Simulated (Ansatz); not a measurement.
## B2BrH3, SMILES BBBr: the interaction energy of a dimer with the counterpoise correction, step by step

Computed with the Ansatz DFT code, driven from Python.

At the Python prompt:
```pycon
>>> import ansatz as az
>>> FIRST = [
...     ('B', (-0.2329, -0.0344, -0.8478)),
...     ('B', (0.2949, -0.194, 0.6777)),
...     ('Br', (-0.077, 1.2053, 2.0557)),
...     ('H', (-0.8244, 0.9892, -1.1412)),
...     ('H', (-0.0758, -0.8218, -1.6973)),
...     ('H', (0.9153, -1.1441, 0.9529)),
... ]
>>> SECOND = [
...     ('B', (-2.0777, -3.5899, -1.9102)),
...     ('B', (-3.5231, -4.0323, -2.4987)),
...     ('Br', (-3.9542, -5.951, -2.8565)),
...     ('H', (-1.2434, -4.4603, -1.7364)),
...     ('H', (-1.7658, -2.4932, -1.653)),
...     ('H', (-4.3079, -3.1981, -2.7256)),
... ]
>>> def energy(atoms, ghosts=()):
...     molecule = az.Crystal.molecule()
...     for symbol, xyz in atoms:
...         molecule = molecule.atom(symbol, xyz)
...     calc = (
...         molecule.calculation()
...         .basis(gaussian='def2-SVP')
...         .correlation('MP2')
...     )
...     deck = calc.input()
...     if ghosts:
...         deck = deck.set(az.key.basis.gaussian.ghost_atoms, [{'symbol': s, 'position_ang': list(xyz)} for s, xyz in ghosts])
...     return az.Session.from_dict(deck).plan().execute().report['free_energy_ev']
...
>>> both = energy(FIRST + SECOND)

>>> alone = energy(FIRST) + energy(SECOND)
>>> ghosted = energy(FIRST, SECOND) + energy(SECOND, FIRST)
>>> print(f'dimer {both:.6f} eV')
dimer -142780.003735 eV
>>> print(f'interaction, uncorrected   {96.485332 * (both - alone):8.3f} kJ/mol')
interaction, uncorrected     -0.273 kJ/mol
>>> print(f'interaction, counterpoise  {96.485332 * (both - ghosted):8.3f} kJ/mol')
interaction, counterpoise     1.318 kJ/mol
>>> print(f'basis-set superposition    {96.485332 * (alone - ghosted):8.3f} kJ/mol')
basis-set superposition       1.591 kJ/mol
```

Uncorrected it is -0.273 kJ/mol, with the counterpoise correction 1.318 kJ/mol; the difference, 1.59 kJ/mol, is the superposition error. The sign changes with the correction, so this basis doesn't settle it.

Total energies depend on the basis set; only differences at equal settings carry meaning. The dimer is a generated trial pose of unrelaxed monomers, not a minimum, so the figure is no binding energy, and the basis set is small. Hardware and time: 15 s on 1 thread of Arm Neoverse V1, on a shared host, peak memory 0.41 GiB.

(Lines on the test bed's own set-up are left out of the output.)
